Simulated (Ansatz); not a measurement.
**C₂H₆GaN: one species, many methods**

How much do the methods differ for C₂H₆GaN? The plan is to run it at one geometry with functionals of several rungs and with coupled cluster, and see how far each lands from CCSD(T) at the basis-set limit for the atomisation energy.

Computed with Ansatz 0.2.0, Gaussian basis. Level: functionals in def2-TZVPP, the program's frozen cores in correlated methods.

Levels to be run: PBE-D4, r2SCAN-D4, PBE0-D4, B3LYP-D4, ωB97X-V, ωB97M-V, B2PLYP; CCSD(T)/def2-TZVPP; MP2/def2-QZVPP; extrapolation to the limit.

## 1. The relaxed structure

An earlier PBE0-D4 in a triple-zeta def2 set relaxation fixed the geometry.

10 atoms, charge 0, spin multiplicity 1.

Atoms are counted from 1 here; the program's logs count them from 0.

Bond lengths: C1–N2 1.442 Å, C1–H5 1.090 Å, C1–H6 1.094 Å, C1–H7 1.100 Å, N2–C3 1.275 Å, C3–H8 1.099 Å, C3–H9 1.089 Å, Ga4–H10 1.660 Å. Angles: N2–C1–H5 109.6°, N2–C1–H6 108.2°, N2–C1–H7 113.6°, H5–C1–H6 107.2°, H5–C1–H7 109.6°, H6–C1–H7 108.4°, C1–N2–C3 117.4°, N2–C3–H8 123.5°, N2–C3–H9 119.4°, H8–C3–H9 116.8°.

## 2. PBE-D4 (GGA)

The input, in.yaml:

```yaml
crystal:
  periodic: [false, false, false]
  atoms:
    - {symbol: C, position_ang: [-1.116258, 0.480358, -0.268132]}
    - {symbol: N, position_ang: [-0.343853, -0.686348, 0.081070]}
    - {symbol: C, position_ang: [0.460220, -0.585245, 1.065612]}
    - {symbol: Ga, position_ang: [2.267446, -0.155802, -0.760054]}
    - {symbol: H, position_ang: [-1.064705, 0.645103, -1.344851]}
    - {symbol: H, position_ang: [-2.163739, 0.282445, -0.020879]}
    - {symbol: H, position_ang: [-0.800835, 1.392088, 0.259865]}
    - {symbol: H, position_ang: [0.583297, 0.333240, 1.655996]}
    - {symbol: H, position_ang: [0.983467, -1.471898, 1.421198]}
    - {symbol: H, position_ang: [1.278059, -0.284941, -2.086924]}
basis:
  gaussian: {orbitals: def2-TZVPP}
hamiltonian: {xc: pbe, dispersion: d4}
output: {forces: true, orbitals: {seedname: orbitals}}
```

Started as:

```console
> ansatz run in.yaml --threads 4 --pin off --events-out ev --progress --plain --max-ram 10444MiB
```

The runs that follow: r2SCAN-D4 (meta-GGA); PBE0-D4 (hybrid); B3LYP-D4 (hybrid); ωB97X-V (range-separated); ωB97M-V (range-separated); B2PLYP (double hybrid); CCSD(T) in def2-TZVPP; MP2 in def2-QZVPP.

**Question.** What will the summary of the whole plan be? Wanted: atomisation energy, CCSD(T)/CBS; farthest; mean size of error, hybrid; mean size of error, range-separated; gap, smallest and largest; T1 diagnostic; triples share of the correlation energy.

As calculated:

```
                               quantity                                                   value
        atomisation energy, CCSD(T)/CBS                                               34.842 eV
    functionals within 0.348 eV (1.0 %)  r2SCAN-D4, PBE0-D4, B3LYP-D4, ωB97X-V, ωB97M-V, B2PLYP
                               farthest                                      PBE-D4 (+0.950 eV)
             mean size of error, hybrid                                                0.183 eV
    mean size of error, range-separated                                                0.047 eV
              gap, smallest and largest                     2.54 eV (PBE-D4), 8.18 eV (ωB97X-V)
                          T1 diagnostic                                                  0.0139
triples share of the correlation energy                                                   4.2 %
```

In words: PBE-D4 is off by +0.950 eV. Double hybrids carry the basis error of their MP2 part in triple zeta, and no dispersion term here, so their miss is partly the set-up's. Misses under about 0.348 eV are within the doubt on the reference itself, which lacks core-valence correlation, relativity and higher excitations, and its outer-core shells are covered unevenly. Hartree-Fock recovers 70 % of the binding; the rest is correlation. The gap grows from 2.5 to 8.2 eV across the functionals, mostly with the share of exact exchange. The restricted reference is unstable towards a spin-broken one. Correlated methods include outer-core shells of Ga, which these sets cover unevenly.
